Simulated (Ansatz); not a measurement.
# SnAs: the cost of one run

Method: DFT PBEsol, frozen-core PAW and all-electron LAPW, scalar-relativistic unless said, in Ansatz 0.2.0.

The COD entry's cell or inner coordinates are ideal or old and differ from later refinements, so a difference from it is no clean test against experiment.

## (1) Starting point

Symmetry: Fm-3m, No. 225, cubic system. Conventional cell: a = 5.681 Å, b = 5.681 Å, c = 5.681 Å, α = 90.00°, β = 90.00°, γ = 90.00°. Around Sn (site symmetry m-3m) lie 6 As at 2.84 Å. Around As (site symmetry m-3m) lie 6 Sn at 2.84 Å.

Structure file:

```
CELL_PARAMETERS angstrom
0.00000 2.84050 2.84050
2.84050 0.00000 2.84050
2.84050 2.84050 0.00000
ATOMIC_POSITIONS crystal
Sn 0.00000 0.00000 0.00000
As 0.50000 0.50000 0.50000
```

Cartesian axes are those of the input's lattice vectors. The structure goes back to a database entry.

## (2) Cell and atoms relaxed, PAW

input.yaml reads:

```yaml
crystal:
  lattice:
    - [0.0, 2.8405, 2.8405]
    - [2.8405, 0.0, 2.8405]
    - [2.8405, 2.8405, 0.0]
  atoms:
    - { symbol: Sn, position: [0.0, 0.0, 0.0] }
    - { symbol: As, position: [0.5, 0.5, 0.5] }
kpoints:
  mp_grid: { grid: [12, 12, 12] }
scf:
  occupations: { method: fermi_dirac, width: 0.1 }
hamiltonian:
  xc: pbesol
  pseudopotentials: { kind: paw }
relax:
  f_tol: 0.002
  max_steps: 80
  cell: {}
output:
  forces: true
  stress: true
```

On the command line:

```bash
ansatz run input.yaml --threads 1 --pin off --max-ram 3072MiB --backend cpu --events-out ev --progress --plain --runs-dir out
```

What time and memory should one allow on 1 thread of Arm Neoverse V2, shared host?

About 11 s, with a peak of 0.37 GiB.
